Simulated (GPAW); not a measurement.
Runs of GPAW 26.7.0 on SnSe. Symmetry: F-43m, No. 216, cubic system. Conventional cell: a = 6.782 Å, b = 6.782 Å, c = 6.782 Å, α = 90.00°, β = 90.00°, γ = 90.00°. Sn (site symmetry -43m) is surrounded by 4 Se at 2.94 Å. Se (site symmetry -43m) is surrounded by 4 Sn at 2.94 Å. The cell was built by a generator and needn't be a form met in nature.

| level | gap on the mesh (eV) | pressure (GPa) | relaxed volume (Å³/atom) |
| --- | --- | --- | --- |
| PBEsol+D3 | none | 0.0 | (a) |
| PBEsol+D3(BJ)+ATM | none | 0.0 | 36.57 |
| PBEsol+D4 | none | 0.0 | (b) |
| PBEsol | none | 0.1 | 36.69 |
| PBEsol+D3(BJ) | none | 0.0 | 36.53 |

Alike in all rows: task relaxation of cell and atoms; potentials or basis PAW data sets generated in the run's folder for this functional, pw; no spin polarisation; cell relaxed; k mesh 7 × 7 × 7; cutoff (eV) 600; smearing fermi-dirac 0.05 eV.

Task: Fill in the values left out.

Result: (a) 36.64; (b) 36.05.

Caveats: later steps reuse the first step's grids; pairwise dispersion overbinds metals, which lowers pressure and volume (some runs).

A k mesh can miss the band edges, and the runs leave out spin-orbit coupling on Se, Sn.

A gap of «none» marks a metal or a gap under the smearing width.
